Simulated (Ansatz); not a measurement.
**The gallium atom (doublet): wave-function methods side by side, aug-cc-pVTZ**

How much of the correlation energy of the gallium atom (doublet) does each wave-function method recover here?

Method: aug-cc-pVTZ, core rule «outside noble gas», up to 14 orbitals frozen; program: Ansatz 0.2.0, Gaussian basis.

To be run: UHF; CCSD(T) on ROHF; CASSCF and MRCISD+Q(relaxed), 3 electrons in 4 orbitals; Full CI.

### Step 1. The atom

A free atom, in its lowest state of this spin that the program finds. No spin-orbit coupling is included. The filled d shell of Ga may be among the frozen orbitals whatever the setting's name suggests; the logs give the count.

1 atom, charge 0, spin multiplicity 2.

### Step 2. UHF

The input, in.yaml:

```yaml
crystal:
  periodic: [false, false, false]
  atoms:
    - {symbol: Ga, position_ang: [0.000000, 0.000000, 0.000000]}
basis:
  gaussian: {orbitals: aug-cc-pVTZ}
magnetization: {spin_polarized: true, initial_magnetization: 1}
hamiltonian: {xc: hf}
output: {orbitals: {seedname: orbitals}}
```

On the command line:

```sh
$ ansatz run in.yaml --threads 1 --pin off --events-out ev --progress --plain --max-ram 2393MiB
```

Further steps of the session: CCSD(T) on ROHF; CASSCF and MRCISD+Q(relaxed), 3 electrons in 4 orbitals; Full CI.

Before running them: what should the planned runs give, taken together? Wanted: FCI below the RHF energy; RMP2 from FCI; RCCSD from FCI; RCCSD(T) from FCI; MRCISD+Q(relaxed) valence from FCI; T1 diagnostic; effectively unpaired electrons.

**Answer**, as computed:

| quantity | value |
| --- | --- |
| FCI below the RHF energy | -1.3872 eV |
| RMP2 from FCI | +381.9 meV |
| RCCSD from FCI | +36.5 meV |
| RCCSD(T) from FCI | +8.7 meV |
| MRCISD+Q(relaxed) valence from FCI | -17.7 meV |
| levels within 1 kcal/mol (43 meV) | RCCSD, RCCSD(T), MRCISD+Q(relaxed) valence |
| T1 diagnostic | 0.024 |
| effectively unpaired electrons | 1.05 |

**Reading.** RCCSD(T) lands +8.7 meV from the yardstick (0.6 % of the correlation energy). MRCISD+Q(relaxed) valence falls below full CI: the +Q correction isn't variational, and the cores differ from full CI's. One determinant dominates. These misses are within one basis, not against nature.
